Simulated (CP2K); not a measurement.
The system is NiMoIrPdW.

```
CELL_PARAMETERS angstrom
4.11705 0.00000 0.00000
-2.05853 3.56547 0.00000
0.00000 0.00000 5.44580
ATOMIC_POSITIONS crystal
Ni 0.00000 0.00000 0.95775
Mo 0.66667 0.33333 0.96161
Pd 0.66667 0.33333 0.46295
Ir 0.33333 0.66667 0.72572
W 0.33333 0.66667 0.23642
```

The cell was built by a generator and needn't be a form met in nature.

Base run:

- Program: CP2K 2026.2
- Functional: vdW-DF-cx
- Potentials or basis: GTH_POTENTIALS Ni GTH-PBE-q18, Pd GTH-PBE-q18, Ir GTH-PBE-q17, W GTH-PBE-q14; POTENTIAL_UZH Mo GTH-PBE-q14; TZVP-MOLOPT-SR-GTH, TZVP-MOLOPT-PBE-GTH basis
- Density cutoff: 13606 eV
- k mesh: 8 × 8 × 5
- Occupations: fermi-dirac, width 0.05 eV
- Spin: collinear spin, ferromagnetic start
- Starting moments: [1.0, 1.0, 0.0, 0.6, 0.0] μB

Its results: pressure -6.1 GPa.

After a change of settings the same cell gave: pressure -7.3 GPa. Which change was it?
A. functional from vdW-DF-cx to RPBE
B. functional from vdW-DF-cx to LDA
C. functional from vdW-DF-cx to r2SCAN
D. functional from vdW-DF-cx to PBEsol

D.

Caveats: the potentials were made for another functional, which shifts forces and pressure; the basis of atomic orbitals isn't converged, which shifts pressures, moduli and gaps; the total moment is fixed, so each spin has its own Fermi level.

Runs at the PBE level aren't shown here.
